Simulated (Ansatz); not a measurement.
# GaHCl₂ + HCl: a complex and its separated parts, part 1 of 2

Aim: how far the complex at one end of a reaction step lies below its separated, relaxed parts, level by level.

Program: Ansatz 0.2.0, Gaussian basis. Level of theory: PBE0-D4/def2-TZVP structures, single points in def2-TZVPP, no counterpoise correction. These are calculated values, not measurements.

Levels: SPW92, PBE-D4, BLYP-D4, r2SCAN-D4, B97M-V, PBE0-D4, B3LYP-D4, r2SCAN0-D4, BHLYP-D4, CAM-B3LYP-D4, wB97X-V, wB97M-V, B2PLYP, PBE-QIDH, RPA on PBE, Hartree-Fock, MP2, CCSD, CCSD(T).

Cores are frozen in the correlated methods. Filled d shells of the heavier atoms are correlated. B3LYP uses VWN-RPA correlation. B2PLYP carries no dispersion term here.

94 further runs of the same task are left out: 94 set aside as unsound or not needed.

### 1 Where the work starts

The complex: 6 atoms, charge 0, spin multiplicity 1.

Atoms are counted from 1 here; the program's logs count them from 0.

Bond lengths: Ga1–Cl2 2.716 Å, Ga1–Cl3 2.164 Å, Ga1–Cl4 2.139 Å, Ga1–H6 1.546 Å, Cl2–H5 1.289 Å. Angles: Cl2–Ga1–Cl3 89.2°, Cl2–Ga1–Cl4 98.5°, Cl2–Ga1–H6 97.6°, Cl3–Ga1–Cl4 113.7°, Cl3–Ga1–H6 121.0°, Cl4–Ga1–H6 122.9°, Ga1–Cl2–H5 84.1°.

As a file:

```csv
atom,x (Å),y (Å),z (Å)
Ga1,-0.5489,0.6500,0.1457
Cl2,1.2841,-1.2746,0.7030
Cl3,-1.0519,-0.4014,-1.6776
Cl4,0.7927,2.2896,-0.1506
H5,0.9323,-1.7528,-0.4407
H6,-1.4083,0.4891,1.4202
```

Its parts: GaHCl₂ holds atoms 1, 3, 4, 6; HCl holds atoms 2, 5. Each part counts its atoms afresh in its own runs.

### 2 Relaxing GaHCl₂ alone

relax-a/in.yaml

```yaml
crystal:
  periodic: [false, false, false]
  atoms:
    - {symbol: Ga, position_ang: [-0.548864, 0.650027, 0.145742]}
    - {symbol: Cl, position_ang: [-1.051867, -0.401360, -1.677601]}
    - {symbol: Cl, position_ang: [0.792740, 2.289585, -0.150571]}
    - {symbol: H, position_ang: [-1.408317, 0.489074, 1.420166]}
basis:
  gaussian: {orbitals: def2-TZVP}
hamiltonian: {xc: pbe0, dispersion: d4}
relax: {f_tol: 0.005, max_steps: 200}
```

Run with:

```sh
$ ansatz run in.yaml --threads 4 --pin off --events-out ev --progress --plain --max-ram 9574MiB
```

The log of the run (excerpt; [...] marks lines left out):

```text
Functional definition: PBE0
  name "PBE0"
  cite "Adamo & Barone, J. Chem. Phys. 110, 6158 (1999) doi:10.1063/1.478522"
  cite "Perdew, Burke & Ernzerhof, Phys. Rev. Lett. 77, 3865 (1996) doi:10.1103/PhysRevLett.77.3865"
  parent pbe
[...]
993 factors; their error is unknown
[...]
mean field -77428.13022332 eV, -2845.4313030354 hartree, gradient 1.1e-5 eV, S^2 0.000000; 0 other end points of the search recorded, 0 dependent functions left out
[...]
reference -77428.13024997 eV, -2845.4313040148 hartree; 33, 33 occupied and 95, 95 virtual orbitals, 993 factors
[...]
993 factors; their error is unknown
mean field -77428.19433684 eV, -2845.4336591636 hartree, gradient 4.2e-5 eV, S^2 0.000000; 1 other end points of the search recorded, 0 dependent functions left out
[...]
reference -77428.19436354 eV, -2845.4336601449 hartree; 33, 33 occupied and 95, 95 virtual orbitals, 993 factors
Total energy: -77428.28143364 eV, -2845.4368599122 hartree
Atom 0 at    -0.640040     0.725216     0.093786 Å, force    -0.001437    -0.000552     0.002678 eV/Å
Atom 1 at    -1.026645    -0.420604    -1.657190 Å, force     0.001260     0.001231    -0.000469 eV/Å
Atom 2 at     0.813012     2.263376    -0.132030 Å, force    -0.000199    -0.000857    -0.001579 eV/Å
Atom 3 at    -1.362635     0.459339     1.433170 Å, force     0.000376     0.000178    -0.000630 eV/Å
Dipole moment:    -0.166323    -0.061180     0.308315 e Å
```

It took 7 s on 4 threads of Arm Neoverse V1, shared host.

Along the way:

```csv
step,energy from step 1 (eV),largest force component (eV/Å)
1,0.0000,0.6691
2,-0.0613,0.1803
3,-0.0643,0.0262
4,-0.0643,0.0027
```

Close pairs (by a distance rule), those that changed most:

```csv
bond,before (Å),after (Å),change (Å)
Ga1–Cl2,2.164,2.128,-0.036
Ga1–Cl3,2.139,2.128,-0.011
Ga1–H4,1.546,1.545,-0.001
```

### 3 Relaxing HCl alone

relax-b/in.yaml

```yaml
crystal:
  periodic: [false, false, false]
  atoms:
    - {symbol: Cl, position_ang: [1.284070, -1.274576, 0.703048]}
    - {symbol: H, position_ang: [0.932339, -1.752750, -0.440685]}
basis:
  gaussian: {orbitals: def2-TZVP}
hamiltonian: {xc: pbe0, dispersion: d4}
relax: {f_tol: 0.005, max_steps: 200}
```

Run with:

```sh
$ ansatz run in.yaml --threads 4 --pin off --events-out ev --progress --plain --max-ram 9574MiB
```

The log of the run (excerpt; [...] marks lines left out):

```text
[... 5 set-up lines as earlier in the session ...]
[...]
312 factors; their error is unknown
[...]
mean field -12535.31494487 eV, -460.6643274825 hartree, gradient 4.2e-5 eV, S^2 0.000000; 0 other end points of the search recorded, 0 dependent functions left out
[...]
reference -12535.31647374 eV, -460.6643836672 hartree; 9, 9 occupied and 34, 34 virtual orbitals, 312 factors
Total energy: -12535.32105160 eV, -460.6645519004 hartree
Atom 0 at     1.282733    -1.276393     0.698702 Å, force     0.000549     0.000747     0.001786 eV/Å
Atom 1 at     0.933676    -1.750933    -0.436339 Å, force    -0.000549    -0.000747    -0.001786 eV/Å
Dipole moment:    -0.071679    -0.097446    -0.233079 e Å
```

It took 0.55 s on 4 threads of Arm Neoverse V1, shared host.

The steps of the relaxation:

```csv
step,energy from step 1 (eV),largest force component (eV/Å)
1,0.0000,0.2723
2,-0.0013,0.1112
3,-0.0015,0.0018
```

The bond:

```csv
bond,before (Å),after (Å),change (Å)
Cl1–H2,1.289,1.279,-0.010
```

### 4 SPW92/def2-TZVPP

parta/in.yaml

```yaml
crystal:
  periodic: [false, false, false]
  atoms:
    - {symbol: Ga, position_ang: [-0.640040, 0.725216, 0.093786]}
    - {symbol: Cl, position_ang: [-1.026645, -0.420604, -1.657190]}
    - {symbol: Cl, position_ang: [0.813012, 2.263376, -0.132030]}
    - {symbol: H, position_ang: [-1.362635, 0.459339, 1.433170]}
basis:
  gaussian: {orbitals: def2-TZVPP}
hamiltonian: {xc: lda}
```

partb/in.yaml

```yaml
crystal:
  periodic: [false, false, false]
  atoms:
    - {symbol: Cl, position_ang: [1.282733, -1.276393, 0.698702]}
    - {symbol: H, position_ang: [0.933676, -1.750933, -0.436339]}
basis:
  gaussian: {orbitals: def2-TZVPP}
hamiltonian: {xc: lda}
```

One command serves all of them, each in its own folder.

Run with:

```sh
$ ansatz run in.yaml --threads 4 --pin off --events-out ev --progress --plain --max-ram 9574MiB
```

parta printed (excerpt; [...] marks lines left out):

```text
Functional definition: SPW92
  name "SPW92"
  cite "Dirac, Proc. Camb. Phil. Soc. 26, 376 (1930) doi:10.1017/S0305004100016108"
  cite "Slater, Phys. Rev. 81, 385 (1951) doi:10.1103/PhysRev.81.385"
  cite "Perdew & Wang, Phys. Rev. B 45, 13244 (1992) doi:10.1103/PhysRevB.45.13244"
[...]
1015 factors; their error is unknown
[...]
mean field -77279.76989071 eV, -2839.9791613742 hartree, gradient 4.2e-5 eV, S^2 0.000000; 0 other end points of the search recorded, 0 dependent functions left out
reference -77279.76992393 eV, -2839.9791625948 hartree; 33, 33 occupied and 113, 113 virtual orbitals, 1015 factors
Total energy: -77279.76992393 eV, -2839.9791625948 hartree
```

Log of partb (excerpt; [...] marks lines left out):

```text
[... 5 set-up lines as earlier in the session ...]
[...]
353 factors; their error is unknown
[...]
mean field -12498.56385976 eV, -459.3137500155 hartree, gradient 5.7e-5 eV, S^2 0.000000; 0 other end points of the search recorded, 0 dependent functions left out
reference -12498.56387917 eV, -459.3137507287 hartree; 9, 9 occupied and 47, 47 virtual orbitals, 353 factors
Total energy: -12498.56387917 eV, -459.3137507287 hartree
```

Times: 0.5 s (parta), 0.15 s (partb) on 4 threads of Arm Neoverse V1, shared host.

### 5 PBE-D4/def2-TZVPP

The same edit goes into each in.yaml of step 4 (parta, partb):

```diff
-hamiltonian: {xc: lda}
+hamiltonian: {xc: pbe, dispersion: d4}
```

Each run has its own folder and the same command.

Run with:

```sh
$ ansatz run in.yaml --threads 4 --pin off --events-out ev --progress --plain --max-ram 9574MiB
```

parta printed (excerpt; [...] marks lines left out):

```text
Functional definition: PBE
  name "PBE"
[... 2 set-up lines as earlier in the session ...]
[...]
1015 factors; their error is unknown
[...]
mean field -77425.05686185 eV, -2845.3183590846 hartree, gradient 6.5e-5 eV, S^2 0.000000; 0 other end points of the search recorded, 0 dependent functions left out
reference -77425.05689728 eV, -2845.3183603866 hartree; 33, 33 occupied and 113, 113 virtual orbitals, 1015 factors
Total energy: -77425.15873622 eV, -2845.3221028985 hartree
```

Log of partb (excerpt; [...] marks lines left out):

```text
[... 4 set-up lines as earlier in the session ...]
[...]
353 factors; their error is unknown
[...]
mean field -12534.30961538 eV, -460.6273823051 hartree, gradient 8.1e-5 eV, S^2 0.000000; 0 other end points of the search recorded, 0 dependent functions left out
reference -12534.30963629 eV, -460.6273830734 hartree; 9, 9 occupied and 47, 47 virtual orbitals, 353 factors
Total energy: -12534.31529739 eV, -460.6275911151 hartree
```

Times: 0.75 s (parta), 0.15 s (partb) on 4 threads of Arm Neoverse V1, shared host.

### 6 BLYP-D4/def2-TZVPP

The same edit goes into each in.yaml of step 5 (parta, partb):

```diff
-hamiltonian: {xc: pbe, dispersion: d4}
+hamiltonian: {xc: {name: BLYP}, dispersion: d4}
```

Each run has its own folder and the same command.

Run with:

```sh
$ ansatz run in.yaml --threads 4 --pin off --events-out ev --progress --plain --max-ram 9574MiB
```

Output in parta (excerpt; [...] marks lines left out):

```text
Functional definition: BLYP
  name "BLYP"
  cite "Becke, Phys. Rev. A 38, 3098 (1988) doi:10.1103/PhysRevA.38.3098"
  cite "Lee, Yang & Parr, Phys. Rev. B 37, 785 (1988) doi:10.1103/PhysRevB.37.785"
[...]
1015 factors; their error is unknown
[...]
mean field -77444.97272718 eV, -2846.0502536360 hartree, gradient 8.1e-5 eV, S^2 0.000000; 0 other end points of the search recorded, 0 dependent functions left out
reference -77444.97304556 eV, -2846.0502653363 hartree; 33, 33 occupied and 113, 113 virtual orbitals, 1015 factors
Total energy: -77445.18791043 eV, -2846.0581614747 hartree
```

partb printed (excerpt; [...] marks lines left out):

```text
[... 4 set-up lines as earlier in the session ...]
[...]
353 factors; their error is unknown
[...]
mean field -12539.38859027 eV, -460.8140311896 hartree, gradient 4.5e-5 eV, S^2 0.000000; 0 other end points of the search recorded, 0 dependent functions left out
reference -12539.38879459 eV, -460.8140386982 hartree; 9, 9 occupied and 47, 47 virtual orbitals, 353 factors
Total energy: -12539.40228360 eV, -460.8145344101 hartree
```

Wall times: 0.8 s (parta), 0.15 s (partb) on 4 threads of Arm Neoverse V1, shared host.

### 7 r2SCAN-D4/def2-TZVPP

Each input of step 6 (parta, partb) changes in the same lines:

```diff
-hamiltonian: {xc: {name: BLYP}, dispersion: d4}
+hamiltonian: {xc: r2scan, dispersion: d4}
```

Each run has its own folder and the same command.

Run with:

```sh
$ ansatz run in.yaml --threads 4 --pin off --events-out ev --progress --plain --max-ram 9574MiB
```

parta printed (excerpt; [...] marks lines left out):

```text
Functional definition: r2SCAN
  name "r2SCAN"
  cite "Furness, Kaplan, Ning, Perdew & Sun, J. Phys. Chem. Lett. 11, 8208 (2020) doi:10.1021/acs.jpclett.0c02405"
  cite "Furness, Kaplan, Ning, Perdew & Sun, J. Phys. Chem. Lett. 11, 9248 (2020) doi:10.1021/acs.jpclett.0c03077"
  parent r2scan
[...]
1015 factors; their error is unknown
[...]
mean field -77441.42743133 eV, -2845.9199664165 hartree, gradient 5.6e-5 eV, S^2 0.000000; 0 other end points of the search recorded, 0 dependent functions left out
reference -77441.42744114 eV, -2845.9199667769 hartree; 33, 33 occupied and 113, 113 virtual orbitals, 1015 factors
Total energy: -77441.44907810 eV, -2845.9207619207 hartree
```

Output in partb (excerpt; [...] marks lines left out):

```text
[... 5 set-up lines as earlier in the session ...]
[...]
353 factors; their error is unknown
[...]
mean field -12538.62224981 eV, -460.7858686972 hartree, gradient 3.1e-5 eV, S^2 0.000000; 0 other end points of the search recorded, 0 dependent functions left out
reference -12538.62225514 eV, -460.7858688930 hartree; 9, 9 occupied and 47, 47 virtual orbitals, 353 factors
Total energy: -12538.62352108 eV, -460.7859154153 hartree
```

They took 2.1 s (parta), 0.5 s (partb) on 4 threads of Arm Neoverse V1, shared host.

### 8 B97M-V/def2-TZVPP

Each input of step 7 (parta, partb) changes in the same lines:

```diff
-hamiltonian: {xc: r2scan, dispersion: d4}
+hamiltonian: {xc: {name: B97M-V}}
```

One command serves all of them, each in its own folder.

Run with:

```sh
$ ansatz run in.yaml --threads 4 --pin off --events-out ev --progress --plain --max-ram 9574MiB
```

Log of parta (excerpt; [...] marks lines left out):

```text
Functional definition: B97M-V
  name "B97M-V"
  cite "Mardirossian & Head-Gordon, J. Chem. Phys. 142, 074111 (2015) doi:10.1063/1.4907719"
  cite "Becke, J. Chem. Phys. 107, 8554 (1997) doi:10.1063/1.475007"
  cite "Vydrov & Van Voorhis, J. Chem. Phys. 133, 244103 (2010) doi:10.1063/1.3521275"
  # Of w^i u^j: cxij and so on, Table III.
[...]
  gx(w, u) = cx00 + cx01*u + cx02*u^2 + (cx10 + cx11*u)*w
[...]
  gos(w, u) = cos00 + cos01*u + cos03*u^3 + cos10*w + cos32*w^3*u^2
[...]
      + integral(e_c_pw_mod_opposite_spin*gos(b97_w_opposite, b97_u_opposite)) + vv10(b, c)
1015 factors; their error is unknown
[...]
mean field -77426.86110801 eV, -2845.3846639080 hartree, gradient 4.8e-6 eV, S^2 0.000000; 0 other end points of the search recorded, 0 dependent functions left out
reference -77426.86115740 eV, -2845.3846657232 hartree; 33, 33 occupied and 113, 113 virtual orbitals, 1015 factors
Total energy: -77426.86115740 eV, -2845.3846657232 hartree
```

partb printed (excerpt; [...] marks lines left out):

```text
[... 5 set-up lines as earlier in the session ...]
  # Of w^i u^j: cxij and so on, Table III.
[...]
  gx(w, u) = cx00 + cx01*u + cx02*u^2 + (cx10 + cx11*u)*w
[...]
  gos(w, u) = cos00 + cos01*u + cos03*u^3 + cos10*w + cos32*w^3*u^2
[...]
      + integral(e_c_pw_mod_opposite_spin*gos(b97_w_opposite, b97_u_opposite)) + vv10(b, c)
353 factors; their error is unknown
[...]
mean field -12536.22649314 eV, -460.6978262633 hartree, gradient 1.2e-5 eV, S^2 0.000000; 0 other end points of the search recorded, 0 dependent functions left out
reference -12536.22652126 eV, -460.6978272969 hartree; 9, 9 occupied and 47, 47 virtual orbitals, 353 factors
Total energy: -12536.22652126 eV, -460.6978272969 hartree
```

They took 3.1 s (parta), 0.45 s (partb) on 4 threads of Arm Neoverse V1, shared host.

### 9 PBE0-D4/def2-TZVPP

Each input of step 8 (parta, partb) changes in the same lines:

```diff
-hamiltonian: {xc: {name: B97M-V}}
+hamiltonian: {xc: pbe0, dispersion: d4}
+output: {orbitals: {seedname: orbitals}}
```

The same command starts each run, in its folder.

Run with:

```sh
$ ansatz run in.yaml --threads 4 --pin off --events-out ev --progress --plain --max-ram 9574MiB
```

Output in parta (excerpt; [...] marks lines left out):

```text
[... 5 set-up lines as earlier in the session ...]
[...]
1122 factors; their error is unknown
[...]
mean field -77428.20257488 eV, -2845.4339619060 hartree, gradient 2.6e-5 eV, S^2 0.000000; 0 other end points of the search recorded, 0 dependent functions left out
reference -77428.20260157 eV, -2845.4339628868 hartree; 33, 33 occupied and 113, 113 virtual orbitals, 1122 factors
Total energy: -77428.28967168 eV, -2845.4371626543 hartree
```

Log of partb (excerpt; [...] marks lines left out):

```text
[... 5 set-up lines as earlier in the session ...]
[...]
384 factors; their error is unknown
[...]
mean field -12535.34597723 eV, -460.6654679007 hartree, gradient 3.6e-5 eV, S^2 0.000000; 0 other end points of the search recorded, 0 dependent functions left out
reference -12535.34599288 eV, -460.6654684756 hartree; 9, 9 occupied and 47, 47 virtual orbitals, 384 factors
Total energy: -12535.35057074 eV, -460.6656367088 hartree
```

They took 1.2 s (parta), 0.15 s (partb) on 4 threads of Arm Neoverse V1, shared host.

### 10 B3LYP-D4/def2-TZVPP

The same edit goes into each in.yaml of step 9 (parta, partb):

```diff
-hamiltonian: {xc: pbe0, dispersion: d4}
-output: {orbitals: {seedname: orbitals}}
+hamiltonian: {xc: {name: B3LYP}, dispersion: d4}
```

Each run has its own folder and the same command.

Run with:

```sh
$ ansatz run in.yaml --threads 4 --pin off --events-out ev --progress --plain --max-ram 9574MiB
```

parta printed (excerpt; [...] marks lines left out):

```text
Functional definition: B3LYP
  name "B3LYP"
  cite "Stephens, Devlin, Chabalowski & Frisch, J. Phys. Chem. 98, 11623 (1994) doi:10.1021/j100096a001"
[... 2 set-up lines as earlier in the session ...]
  cite "Vosko, Wilk & Nusair, Can. J. Phys. 58, 1200 (1980) doi:10.1139/p80-159"
[...]
1088 factors; their error is unknown
[...]
mean field -77445.49281083 eV, -2846.0693663574 hartree, gradient 3.2e-5 eV, S^2 0.000000; 0 other end points of the search recorded, 0 dependent functions left out
reference -77445.49304978 eV, -2846.0693751387 hartree; 33, 33 occupied and 113, 113 virtual orbitals, 1088 factors
Total energy: -77445.66155530 eV, -2846.0755676024 hartree
```

Output in partb (excerpt; [...] marks lines left out):

```text
[... 6 set-up lines as earlier in the session ...]
[...]
372 factors; their error is unknown
[...]
mean field -12539.99362982 eV, -460.8362659829 hartree, gradient 4.5e-5 eV, S^2 0.000000; 0 other end points of the search recorded, 0 dependent functions left out
reference -12539.99378187 eV, -460.8362715707 hartree; 9, 9 occupied and 47, 47 virtual orbitals, 372 factors
Total energy: -12540.00296840 eV, -460.8366091692 hartree
```

Wall times: 1.2 s (parta), 0.2 s (partb) on 4 threads of Arm Neoverse V1, shared host.

### 11 r2SCAN0-D4/def2-TZVPP

The same edit goes into each in.yaml of step 10 (parta, partb):

```diff
-hamiltonian: {xc: {name: B3LYP}, dispersion: d4}
+hamiltonian: {xc: {name: r2SCAN0}, dispersion: d4}
```

One command serves all of them, each in its own folder.

Run with:

```sh
$ ansatz run in.yaml --threads 4 --pin off --events-out ev --progress --plain --max-ram 9574MiB
```

Log of parta (excerpt; [...] marks lines left out):

```text
Functional definition: r2SCAN0
  name "r2SCAN0"
  cite "Bursch, Neugebauer, Ehlert & Grimme, J. Chem. Phys. 156, 134105 (2022) doi:10.1063/5.0086040"
[... 3 set-up lines as earlier in the session ...]
[...]
1122 factors; their error is unknown
[...]
mean field -77440.55897657 eV, -2845.8880512929 hartree, gradient 2.9e-5 eV, S^2 0.000000; 0 other end points of the search recorded, 0 dependent functions left out
reference -77440.55898441 eV, -2845.8880515808 hartree; 33, 33 occupied and 113, 113 virtual orbitals, 1122 factors
Total energy: -77440.58628423 eV, -2845.8890548308 hartree
```

Output in partb (excerpt; [...] marks lines left out):

```text
[... 6 set-up lines as earlier in the session ...]
[...]
384 factors; their error is unknown
[...]
mean field -12538.53748343 eV, -460.7827535901 hartree, gradient 4.5e-6 eV, S^2 0.000000; 0 other end points of the search recorded, 0 dependent functions left out
reference -12538.53748768 eV, -460.7827537464 hartree; 9, 9 occupied and 47, 47 virtual orbitals, 384 factors
Total energy: -12538.53894119 eV, -460.7828071618 hartree
```

Times: 2.5 s (parta), 0.5 s (partb) on 4 threads of Arm Neoverse V1, shared host.

### 12 BHLYP-D4/def2-TZVPP

The same edit goes into each in.yaml of step 11 (parta, partb):

```diff
-hamiltonian: {xc: {name: r2SCAN0}, dispersion: d4}
+hamiltonian: {xc: {name: BHLYP}, dispersion: d4}
```

The same command starts each run, in its folder.

Run with:

```sh
$ ansatz run in.yaml --threads 4 --pin off --events-out ev --progress --plain --max-ram 9574MiB
```

Output in parta (excerpt; [...] marks lines left out):

```text
Functional definition: BHLYP
  name "BHLYP"
  cite "Becke, J. Chem. Phys. 98, 1372 (1993) doi:10.1063/1.464304"
[... 2 set-up lines as earlier in the session ...]
[...]
1200 factors; their error is unknown
[...]
mean field -77442.68612944 eV, -2845.9662227189 hartree, gradient 2.7e-5 eV, S^2 0.000000; 0 other end points of the search recorded, 0 dependent functions left out
reference -77442.68629268 eV, -2845.9662287178 hartree; 33, 33 occupied and 113, 113 virtual orbitals, 1200 factors
Total energy: -77442.84564244 eV, -2845.9720847136 hartree
```

Output in partb (excerpt; [...] marks lines left out):

```text
[... 5 set-up lines as earlier in the session ...]
[...]
403 factors; their error is unknown
[...]
mean field -12539.47116902 eV, -460.8170659028 hartree, gradient 2.7e-5 eV, S^2 0.000000; 0 other end points of the search recorded, 0 dependent functions left out
reference -12539.47127252 eV, -460.8170697062 hartree; 9, 9 occupied and 47, 47 virtual orbitals, 403 factors
Total energy: -12539.47731887 eV, -460.8172919055 hartree
```

Times: 1.1 s (parta), 0.2 s (partb) on 4 threads of Arm Neoverse V1, shared host.

### 13 CAM-B3LYP-D4/def2-TZVPP

Each input of step 12 (parta, partb) changes in the same lines:

```diff
-hamiltonian: {xc: {name: BHLYP}, dispersion: d4}
+hamiltonian: {xc: {name: CAM-B3LYP}, dispersion: d4}
```

The same command starts each run, in its folder.

Run with:

```sh
$ ansatz run in.yaml --threads 4 --pin off --events-out ev --progress --plain --max-ram 9574MiB
```

Output in parta (excerpt; [...] marks lines left out):

```text
Functional definition: CAM-B3LYP
  name "CAM-B3LYP"
  cite "Yanai, Tew & Handy, Chem. Phys. Lett. 393, 51 (2004) doi:10.1016/j.cplett.2004.06.011"
  cite "Iikura, Tsuneda, Yanai & Hirao, J. Chem. Phys. 115, 3540 (2001) doi:10.1063/1.1383587"
[... 2 set-up lines as earlier in the session ...]
[...]
1088 factors; their error is unknown
193 factors; integrals over basis functions are off by at most 3.0e-5 eV
[...]
mean field -77447.30019368 eV, -2846.1357864524 hartree, gradient 2.8e-5 eV, S^2 0.000000; 0 other end points of the search recorded, 0 dependent functions left out
reference -77447.30031060 eV, -2846.1357907489 hartree; 33, 33 occupied and 113, 113 virtual orbitals, 1088 factors
Total energy: -77447.39178744 eV, -2846.1391524608 hartree
```

Output in partb (excerpt; [...] marks lines left out):

```text
[... 6 set-up lines as earlier in the session ...]
[...]
  # Exact exchange under (alpha + beta erf(omega r))/r, Becke's under what is left of 1/r.
[...]
372 factors; their error is unknown
66 factors; integrals over basis functions are off by at most 7.5e-5 eV
[...]
mean field -12539.88294231 eV, -460.8321982918 hartree, gradient 2.6e-5 eV, S^2 0.000000; 0 other end points of the search recorded, 0 dependent functions left out
reference -12539.88301658 eV, -460.8322010214 hartree; 9, 9 occupied and 47, 47 virtual orbitals, 372 factors
Total energy: -12539.88749817 eV, -460.8323657166 hartree
```

Times: 1.4 s (parta), 0.25 s (partb) on 4 threads of Arm Neoverse V1, shared host.

(Continued in part 2 of 2.)
